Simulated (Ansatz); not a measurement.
Consider cell relaxations under several functionals of Ge, space group I4_1/amd (the Ansatz DFT code, driven from Python).

`ge_lattice.py`
```python
'''How the lattice of Ge depends on the functional.'''

import ansatz
import numpy as np

CUTOFF = 550
KGRID = (12, 12, 12)
SMEARING = 'cold'
SIGMA = 0.1
SCF_TOL = 1e-09
FORCE_TOL = 0.03

def edges_and_angles(cell):
    cell = np.asarray(cell)
    a, b, c = np.linalg.norm(cell, axis=1)
    cosines = cell[1] @ cell[2] / (b * c), cell[0] @ cell[2] / (a * c), cell[0] @ cell[1] / (a * b)
    return (a, b, c, *np.degrees(np.arccos(cosines)))


def main() -> None:
    lattice = ansatz.Lattice.of(
        [-2.57449, 2.57449, 1.397413],
        [2.57449, -2.57449, 1.397413],
        [2.57449, 2.57449, -1.397413],
    )
    sites = [
        ('Ge', [0.25, 0.75, 0.5]),
        ('Ge', [0.5, 0.5, 0.0]),
    ]
    cell = ansatz.Crystal(lattice=lattice)
    for symbol, position in sites:
        cell = cell.atom(symbol, position)

    job = cell.calculation()
    job = job.basis(CUTOFF)
    job = job.kpoints(*KGRID).occupations(SMEARING, width=SIGMA)
    job = job.scf(tolerance=SCF_TOL).relax(cell=True, force_tolerance=FORCE_TOL, max_steps=100)

    levels = [('lda', 'none'), ('blyp', 'd3bj'), ('pbesol', 'd3bj')]
    print('level            a       b       c    alpha   beta  gamma  V/atom  steps')
    for name, dispersion in levels:
        seen = []
        run = job.functional(name, dispersion=dispersion).session().plan()
        out = run.execute(on_event=lambda e: seen.append(e) if e['event'] == 'relax_step' else None)
        cell = out.lattice.cell_ang
        label = name if dispersion == 'none' else f'{name}+{dispersion}'
        print('{:13s} {:7.4f} {:7.4f} {:7.4f} {:6.2f} {:6.2f} {:6.2f}'.format(label, *edges_and_angles(cell)), f'{abs(np.linalg.det(cell)) / len(out.lattice.sites):7.3f} {len(seen):5d}')


if __name__ == '__main__':
    main()
```

Rank the levels of theory by the volume of the relaxed cell.

From smallest to largest: PBEsol+D3BJ (17.66 Å³ an atom, -4.7 % against the start), LDA (17.91 Å³ an atom, -3.3 % against the start) and BLYP+D3BJ (19.18 Å³ an atom, +3.5 % against the start). The spread is 8.6 % in volume.

The output:

```console
$ python ge_lattice.py
level            a       b       c    alpha   beta  gamma  V/atom  steps
DeckWarning: relax.cell: scf.convergence.dr2_threshold = 1e-9 eV is looser than the 2e-10 eV advised for a relaxation that steers and ends on the stress (1e-10 eV for each atom of the cell: 2). What an SCF threshold leaves in a stress goes as its square root, [...]
lda            3.8495  3.8495  3.8495  97.49  97.49 137.68  17.909     5
blyp+d3bj      3.9319  3.9319  3.9319  97.60  97.60 137.36  19.179     6
pbesol+d3bj    3.8337  3.8337  3.8337  97.45  97.45 137.78  17.662     6
```
(Warnings from the package without file and line, shortened.)

Caveats:
- Forces vanish by symmetry, so the ions can't move, and the end may be a saddle.
- BLYP and dispersion corrections can be off by several per cent in the lattices of metals, and by several GPa in the pressure at a fixed cell.
- Edges and angles are those of the cell as typed, here a primitive one, not of the conventional cell.
- This isn't the structure that Ge takes at ambient conditions.
- It ran for 120 s on 1 thread of Arm Neoverse V1, on a shared host, peak memory 0.54 GiB.
